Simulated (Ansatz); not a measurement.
# ClH8NSi2: search for a transition state

Wanted: the transition state of a four-centre ligand exchange (form Si1–Cl7, Si2–H6 and break Si1–Si2, H6–Cl7). The guess is relaxed with those distances held, a saddle search follows, and vibrations and two downhill relaxations check it.

Program: Ansatz 0.2.0, Gaussian basis. Level of theory: PBE0-D4, def2-SVP first, then def2-TZVP. These are calculated values, not measurements.

152 further runs of the same task are left out: 152 set aside as unsound or not needed.

## Step 1: Where the work starts

The guess: 12 atoms, charge 0, spin multiplicity 1.

Atoms are counted from 1 here; the program's logs count them from 0.

Bond lengths: Si1–H3 1.460 Å, Si1–H4 1.450 Å, Si1–N5 1.700 Å, Si2–H6 1.703 Å, Si2–H8 1.463 Å, Si2–H9 1.467 Å, Si2–H10 1.467 Å, N5–H11 1.008 Å, N5–H12 1.011 Å. Angles: H3–Si1–H4 116.4°, H3–Si1–N5 107.5°, H4–Si1–N5 110.5°, H6–Si2–H8 93.5°, H6–Si2–H9 124.3°, H6–Si2–H10 118.3°, H8–Si2–H9 105.4°, H8–Si2–H10 105.7°, H9–Si2–H10 106.4°, Si1–N5–H11 121.6°, Si1–N5–H12 116.5°, H11–N5–H12 110.4°.

As a file:

```mol
ClH8NSi2
  3D, bonds by distance, orders not assigned

 12  9  0  0  0  0  0  0  0  0999 V2000
   -0.9412   -0.0584   -0.6797 Si  0  0
    0.7998   -1.2073    1.0261 Si  0  0
   -0.9765   -1.1780   -1.6164 H   0  0
   -2.1631    0.2071    0.0554 H   0  0
   -0.4565    1.3199   -1.5484 N   0  0
    0.3300    0.4296    1.0284 H   0  0
    0.2916    2.1139    1.5205 Cl  0  0
    1.5955   -1.0728    2.2468 H   0  0
   -0.1121   -2.3287    1.2776 H   0  0
    1.7360   -1.6598   -0.0089 H   0  0
    0.2267    1.2652   -2.2873 H   0  0
   -0.3303    2.1692   -1.0141 H   0  0
  1  3  8  0
  1  4  8  0
  1  5  8  0
  2  6  8  0
  2  8  8  0
  2  9  8  0
  2 10  8  0
  5 11  8  0
  5 12  8  0
M  END
```

Distances that are to change: Si1–Cl7 3.33 Å, Si2–H6 1.70 Å, Si1–Si2 2.69 Å, H6–Cl7 1.76 Å.

## Step 2: Constrained relaxation of the guess

Contents of hold/in.yaml:

```yaml
crystal:
  periodic: [false, false, false]
  atoms:
    - {symbol: Si, position_ang: [-0.941200, -0.058400, -0.679700]}
    - {symbol: Si, position_ang: [0.799800, -1.207300, 1.026100]}
    - {symbol: H, position_ang: [-0.976500, -1.178000, -1.616400]}
    - {symbol: H, position_ang: [-2.163100, 0.207100, 0.055400]}
    - {symbol: N, position_ang: [-0.456500, 1.319900, -1.548400]}
    - {symbol: H, position_ang: [0.330000, 0.429600, 1.028400]}
    - {symbol: Cl, position_ang: [0.291600, 2.113900, 1.520500]}
    - {symbol: H, position_ang: [1.595500, -1.072800, 2.246800]}
    - {symbol: H, position_ang: [-0.112100, -2.328700, 1.277600]}
    - {symbol: H, position_ang: [1.736000, -1.659800, -0.008900]}
    - {symbol: H, position_ang: [0.226700, 1.265200, -2.287300]}
    - {symbol: H, position_ang: [-0.330300, 2.169200, -1.014100]}
basis:
  gaussian: {orbitals: def2-SVP}
hamiltonian: {xc: pbe0, dispersion: d4}
relax: {f_tol: 0.04, max_steps: 150, escape_saddle: false, constraints: [{distance: [0, 6]}, {distance: [1, 5]}, {distance: [0, 1]}, {distance: [5, 6]}]}
```

The run is started by

```console
ansatz run in.yaml --threads 4 --pin off --events-out ev --progress --plain --max-ram 9574MiB
```

The runs that follow: A starting Hessian; Saddle search in the small basis; Saddle search in triple zeta; Vibrations at the point found; Relaxing after a step of 0.30 Å one way along the mode; Relaxing after a step of 0.30 Å the other way along the mode.

Q: Predict the outcome of this session. Wanted: imaginary mode; barrier from the start side; barrier from the end side; energy of the step; pairs that change; zero-point energy at the saddle.

The runs gave:

| quantity | value |
| --- | --- |
| imaginary mode | 754i cm⁻¹ |
| barrier from the start side | 108.5 kJ/mol |
| barrier from the end side | 214.8 kJ/mol |
| energy of the step | -106.4 kJ/mol |
| pairs that change | Si1–Cl7 formed, Si2–H6 formed, Si1–Si2 broken, H6–Cl7 broken |
| zero-point energy at the saddle | 2.056 eV |

What this shows: One imaginary mode, 754i cm⁻¹, makes this a first-order saddle. The two relaxations end on the structures that were planned. At PBE0-D4/def2-TZVP the electronic barrier is 108.5 kJ/mol, about 44 kT at 298 K, and the step runs 106.4 kJ/mol downhill. These are plain relaxations, not an intrinsic reaction coordinate.
